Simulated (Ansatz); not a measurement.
# ZrO (triplet): RPA-PBE over vertical spin and charge gaps, def2-TZVPP

Aim: run ZrO (triplet) with these functionals over vertical spin and charge gaps, and hold them against the top wave-function level at the same points.

Program: Ansatz 0.2.0, Gaussian basis. Level of theory: def2-TZVPP, all electrons in the functionals, frozen cores in the correlation of double hybrids and RPA. These are calculated values, not measurements.

Plan: RPA-PBE, at charge 0, triplet; charge 0, singlet; charge 0, quintet; charge 1, doublet; charge 1, quartet.

17 further runs of the same task are left out: 11 for a known fault of the program, 6 set aside as unsound or not needed.

**1. The system**

The geometry is a PBE0/def2-TZVP stationary point (not a proven minimum). No spin-orbit coupling is included. Elements past krypton take def2 core potentials.

2 atoms, charge 0, spin multiplicity 3.

Atoms are counted from 1 here; the program's logs count them from 0.

Bond lengths: Zr1–O2 1.723 Å.

Coordinates:

```xyz
2
charge 0, multiplicity 3
Zr    0.00000    0.00000    0.00000
O     0.00000    0.00000    1.72300
```

No dispersion term is added.

The geometry shown and the zero of energy belong to the point charge 0, triplet. The yardstick, UCCSD(T), and other wave-function levels (R restricted, U unrestricted, valence and pair active spaces) come from earlier runs.

**2. RPA-PBE, charge 0, triplet**

File in.yaml:

```yaml
crystal:
  periodic: [false, false, false]
  atoms:
    - {symbol: Zr, position_ang: [0.000000, 0.000000, 0.000000]}
    - {symbol: O, position_ang: [0.000000, 0.000000, 1.723000]}
basis:
  gaussian: {orbitals: def2-TZVPP}
magnetization: {spin_polarized: true, initial_magnetization: 2}
hamiltonian: {xc: {name: PBE}}
correlation: {method: rpa, electrons: outside_noble_gas}
```

Run with:

```
ansatz run in.yaml --threads 1 --pin off --events-out ev --progress --plain --max-ram 4096MiB --backend cpu
```

Log:

```text
Functional definition: PBE
  name "PBE"
  cite "Perdew, Burke & Ernzerhof, Phys. Rev. Lett. 77, 3865 (1996) doi:10.1103/PhysRevLett.77.3865"
  parent pbe
  parameter kappa = 0.804
  parameter beta = 0.06672455060314922
  exchange = pbe_x(kappa = kappa, mu = beta*pi^2/3)
  correlation = pbe_c(beta = beta)
583 factors; integrals over basis functions are off by at most 8.3e-4 eV
mean field evaluation 1: about -3313.4400 eV, gradient 5.8e1 eV
mean field evaluation 2: about -3313.4319 eV, gradient 5.8e1 eV
mean field evaluation 4: about -3323.9065 eV, gradient 1.8e1 eV
mean field evaluation 8: about -3325.9783 eV, gradient 2.6e-1 eV
mean field evaluation 16: about -3325.9748 eV, gradient 4.4e-4 eV
mean field evaluation 32: about -3325.9748 eV, gradient 1.9e-6 eV
mean field evaluation 64: about -3324.6704 eV, gradient 1.0e0 eV
mean field evaluation 96: about -3251.8745 eV, gradient 6.4e1 eV
mean field -3325.97480122 eV, -122.2273195183 hartree, gradient 2.1e-6 eV, S^2 2.007066; 7 other end points of the search recorded, 0 dependent functions left out
5 core orbitals not correlated: weight in the atoms' cores, before any rotation towards them, 0.951 or more for the frozen orbitals, at most 0.043 for the correlated occupied ones
reference -3303.00372237 eV, -121.3831479406 hartree; 6, 4 occupied and 76, 78 virtual orbitals, 583 factors
Total energy: -3316.99635926 eV, -121.8973678618 hartree
```

Wall time 10 s (1 thread of AMD EPYC 7R13, shared host).

From the report: ⟨S²⟩ of the determinant 2.007 (pure triplet: 2.00).

**3. RPA-PBE, charge 0, singlet**

in.yaml: that of step 2 with these lines changed.

```diff
@@ -7,3 +7,3 @@
   gaussian: {orbitals: def2-TZVPP}
-magnetization: {spin_polarized: true, initial_magnetization: 2}
+magnetization: {spin_polarized: true, initial_magnetization: 0}
 hamiltonian: {xc: {name: PBE}}
```

Same command.

Log, cut to the lines that bear on the results:

```text
Functional definition: PBE
  name "PBE"
  cite "Perdew, Burke & Ernzerhof, Phys. Rev. Lett. 77, 3865 (1996) doi:10.1103/PhysRevLett.77.3865"
  parent pbe
[...]
583 factors; integrals over basis functions are off by at most 8.3e-4 eV
[...]
mean field -3326.06042682 eV, -122.2304662010 hartree, gradient 1.9e-6 eV, S^2 0.728765; 11 other end points of the search recorded, 0 dependent functions left out
5 core orbitals not correlated: weight in the atoms' cores, before any rotation towards them, 0.957 or more for the frozen orbitals, at most 0.037 for the correlated occupied ones
reference -3302.64276005 eV, -121.3698828200 hartree; 5, 5 occupied and 77, 77 virtual orbitals, 583 factors
Total energy: -3317.14323680 eV, -121.9027655119 hartree
```

It took 24 s on 1 thread of AMD EPYC 7R13, shared host.

From the report: ⟨S²⟩ of the determinant 0.729 (pure singlet: 0.00). The determinant is far from a pure spin state, so its energy mixes those of several spin states (harmless only where they are near-degenerate, as at dissociation).

From charge 0, triplet: -0.147 eV.

**4. RPA-PBE, charge 0, quintet**

in.yaml: that of step 3 with these lines changed.

```diff
@@ -7,3 +7,3 @@
   gaussian: {orbitals: def2-TZVPP}
-magnetization: {spin_polarized: true, initial_magnetization: 0}
+magnetization: {spin_polarized: true, initial_magnetization: 4}
 hamiltonian: {xc: {name: PBE}}
```

Launched as before.

Log, cut to the lines that bear on the results:

```text
Functional definition: PBE
  name "PBE"
  cite "Perdew, Burke & Ernzerhof, Phys. Rev. Lett. 77, 3865 (1996) doi:10.1103/PhysRevLett.77.3865"
  parent pbe
[...]
583 factors; integrals over basis functions are off by at most 8.3e-4 eV
[...]
mean field -3321.11481034 eV, -122.0487181475 hartree, gradient 8.4e-8 eV, S^2 6.002633; 13 other end points of the search recorded, 0 dependent functions left out
5 core orbitals not correlated: weight in the atoms' cores, before any rotation towards them, 0.914 or more for the frozen orbitals, at most 0.074 for the correlated occupied ones
reference -3300.09786211 eV, -121.2763595460 hartree; 7, 3 occupied and 75, 79 virtual orbitals, 583 factors
Total energy: -3312.36399126 eV, -121.7271314779 hartree
```

It took 22 s on 1 thread of AMD EPYC 7R13, shared host.

From the report: ⟨S²⟩ of the determinant 6.003 (pure quintet: 6.00).

From charge 0, triplet: +4.632 eV.

**5. RPA-PBE, charge 1, doublet**

in.yaml: that of step 4 with these lines changed.

```diff
@@ -7,3 +7,4 @@
   gaussian: {orbitals: def2-TZVPP}
-magnetization: {spin_polarized: true, initial_magnetization: 4}
+total_charge: 1
+magnetization: {spin_polarized: true, initial_magnetization: 1}
 hamiltonian: {xc: {name: PBE}}
```

Launched as before.

Log, cut to the lines that bear on the results:

```text
Functional definition: PBE
  name "PBE"
  cite "Perdew, Burke & Ernzerhof, Phys. Rev. Lett. 77, 3865 (1996) doi:10.1103/PhysRevLett.77.3865"
  parent pbe
[...]
583 factors; integrals over basis functions are off by at most 8.3e-4 eV
[...]
mean field -3319.05561754 eV, -121.9730442080 hartree, gradient 1.3e-7 eV, S^2 0.754958; 8 other end points of the search recorded, 0 dependent functions left out
5 core orbitals not correlated: weight in the atoms' cores, before any rotation towards them, 0.957 or more for the frozen orbitals, at most 0.037 for the correlated occupied ones
reference -3296.68109555 eV, -121.1507956906 hartree; 5, 4 occupied and 77, 78 virtual orbitals, 583 factors
Total energy: -3310.07362937 eV, -121.6429622310 hartree
```

It took 18 s on 1 thread of AMD EPYC 7R13, shared host.

From the report: ⟨S²⟩ of the determinant 0.755 (pure doublet: 0.75).

From charge 0, triplet: +6.923 eV.

**6. RPA-PBE, charge 1, quartet**

in.yaml: that of step 5 with these lines changed.

```diff
@@ -8,3 +8,3 @@
 total_charge: 1
-magnetization: {spin_polarized: true, initial_magnetization: 1}
+magnetization: {spin_polarized: true, initial_magnetization: 3}
 hamiltonian: {xc: {name: PBE}}
```

Same command.

Log, cut to the lines that bear on the results:

```text
Functional definition: PBE
  name "PBE"
  cite "Perdew, Burke & Ernzerhof, Phys. Rev. Lett. 77, 3865 (1996) doi:10.1103/PhysRevLett.77.3865"
  parent pbe
[...]
583 factors; integrals over basis functions are off by at most 8.3e-4 eV
[...]
mean field -3314.79981321 eV, -121.8166462833 hartree, gradient 2.3e-6 eV, S^2 3.751934; 9 other end points of the search recorded, 0 dependent functions left out
5 core orbitals not correlated: weight in the atoms' cores, before any rotation towards them, 0.935 or more for the frozen orbitals, at most 0.055 for the correlated occupied ones
reference -3294.56072659 eV, -121.0728735687 hartree; 6, 3 occupied and 76, 79 virtual orbitals, 583 factors
Total energy: -3306.10260654 eV, -121.4970298334 hartree
```

Wall time 26 s (1 thread of AMD EPYC 7R13, shared host).

From the report: ⟨S²⟩ of the determinant 3.752 (pure quartet: 3.75).

From charge 0, triplet: +10.894 eV.

**7. Against the wave-function levels**

No level is safe as a reference over these points; UCCSD(T) serves as a yardstick only. It comes from earlier runs at the same points. Energies in eV, counted from charge 0, triplet; blanks weren't run or aren't comparable.

```
   level  triplet to singlet  triplet to quintet  ionisation to the doublet cation  ionisation to the quartet cation
UCCSD(T)              -0.210               4.882                             6.459                            10.773
 RPA-PBE              -0.147               4.632                             6.923                            10.894
```

Largest miss and mean time a point (UCCSD(T) took 73 s a point; shared hosts):

```
  level  largest miss (eV)                             where  time a point
RPA-PBE             +0.464  ionisation to the doublet cation          20 s
```

**8. What came out**

| quantity | value |
| --- | --- |
| triplet to singlet, UCCSD(T) | -0.210 eV |
| triplet to quintet, UCCSD(T) | 4.882 eV |
| ionisation to the doublet cation, UCCSD(T) | 6.459 eV |
| ionisation to the quartet cation, UCCSD(T) | 10.773 eV |
| largest miss, RPA-PBE | +0.464 eV (ionisation to the doublet cation) |

In words: RPA-PBE strays by up to 0.464 eV, at ionisation to the doublet cation. RPA-PBE clearly breaks the spin symmetry at some points (⟨S²⟩ up to 0.73 above the pure value), so energy there is bought with a mixed spin. Functionals and the yardstick converge differently with the basis, so part of each miss in def2-TZVPP is the basis. The yardstick itself may be off where one determinant is a poor start.
